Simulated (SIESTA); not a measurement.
HfB:

```
CELL_PARAMETERS angstrom
0.00000 2.31000 2.31000
2.31000 0.00000 2.31000
2.31000 2.31000 0.00000
ATOMIC_POSITIONS crystal
Hf 0.50000 0.50000 0.50000
B 0.00000 0.00000 0.00000
```

Base run:

| Property | Result |
| --- | --- |
| Program | SIESTA 5.4.2 |
| Functional | PBE |
| Potentials or basis | PseudoDojo 0.4 standard (PBE files) |
| Basis | DZP (energy shift 0.003 Ry; two zetas on semicore shells) |
| Grid cutoff | 800 Ry |
| Energy shift | 0.003 Ry |
| k mesh | 10 × 10 × 10 |
| Occupations | fermi-dirac, width 0.05 eV |
| Spin | no spin polarisation |

Its results: band gap on the k mesh none (metal or under the smearing width); pressure 31.7 GPa.

After a change of settings the same cell gave: band gap on the k mesh none (metal or under the smearing width); pressure 36.9 GPa. Which change was it?
A. functional from PBE to vdW-DF-cx
B. functional from PBE to optB88-vdW
C. functional from PBE to vdW-DF
D. functional from PBE to vdW-DF2

C.

Caveats: a pressure of tens of GPa on the cell as given is suspect, and the run, the potentials or the cell itself is likely at fault; short orbitals over semicore shells can move pressures by several GPa; spin-orbit coupling is left out, which moves the levels of the heavy elements; the basis of atomic orbitals isn't converged, which shifts pressures, moduli and gaps; the potentials were made for another functional, which shifts forces and pressure (some runs).
